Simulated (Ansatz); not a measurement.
# C3H7NSe: the cost of one run

Method: RKS PBE0-D4/def2-SVP, in Ansatz 0.2.0.

## (1) Starting point

Bond lengths: C1–C2 1.446 Å, C2–N3 1.266 Å, C2–C4 1.544 Å, C4–Se5 1.936 Å, C1–H6 1.105 Å, C1–H7 1.103 Å, C1–H8 1.175 Å, N3–H9 1.055 Å, C4–H10 1.127 Å, C4–H11 1.031 Å, Se5–H12 1.519 Å. Angles (14 of 17 angles, heavy atoms first): C1–C2–N3 119.6°, C1–C2–C4 122.4°, N3–C2–C4 118.0°, C2–C4–Se5 109.3°, C2–C1–H6 115.6°, C2–C1–H7 111.8°, C2–C1–H8 108.3°, C2–N3–H9 126.2°, C2–C4–H10 106.0°, C2–C4–H11 110.0°, Se5–C4–H10 106.6°, Se5–C4–H11 113.0°, C4–Se5–H12 93.7°, H6–C1–H7 109.2°.

As a file:

```xyz
12

C    -1.2400    0.5664   -0.1293
C     0.1610    0.4078    0.1931
N     0.6406    0.9964    1.2067
C     1.1166   -0.4448   -0.6689
Se    1.5958   -2.0485    0.3046
H    -1.5801    0.0541   -1.0472
H    -1.8895    0.2715    0.7123
H    -1.4443    1.7057   -0.3328
H     0.1106    1.6177    1.8746
H     0.5144   -0.7787   -1.5614
H     1.9342    0.1163   -0.9495
H     0.1576   -2.5191    0.4317
```

## (2) End point A

input.yaml

```yaml
crystal:
  periodic: [false, false, false]
  atoms:
    - { symbol: C, position_ang: [-1.24, 0.5664, -0.1293] }
    - { symbol: C, position_ang: [0.161, 0.4078, 0.1931] }
    - { symbol: "N", position_ang: [0.6406, 0.9964, 1.2067] }
    - { symbol: C, position_ang: [1.1166, -0.4448, -0.6689] }
    - { symbol: Se, position_ang: [1.5958, -2.0485, 0.3046] }
    - { symbol: H, position_ang: [-1.5801, 0.0541, -1.0472] }
    - { symbol: H, position_ang: [-1.8895, 0.2715, 0.7123] }
    - { symbol: H, position_ang: [-1.4443, 1.7057, -0.3328] }
    - { symbol: H, position_ang: [0.1106, 1.6177, 1.8746] }
    - { symbol: H, position_ang: [0.5144, -0.7787, -1.5614] }
    - { symbol: H, position_ang: [1.9342, 0.1163, -0.9495] }
    - { symbol: H, position_ang: [0.1576, -2.5191, 0.4317] }
basis:
  gaussian: { orbitals: def2-SVP }
hamiltonian:
  xc: pbe0
  dispersion: d4
relax:
  f_tol: 0.02
  max_steps: 50
```

Run with:

```sh
$ ansatz run input.yaml --threads 2 --pin off --max-ram 3072MiB --backend cpu --events-out ev --progress --plain --runs-dir out
```

Q: Estimate wall time and peak memory on 2 threads of Intel Xeon 6975P-C (Granite Rapids), shared host.

About 63 s, with a peak of 0.33 GiB.
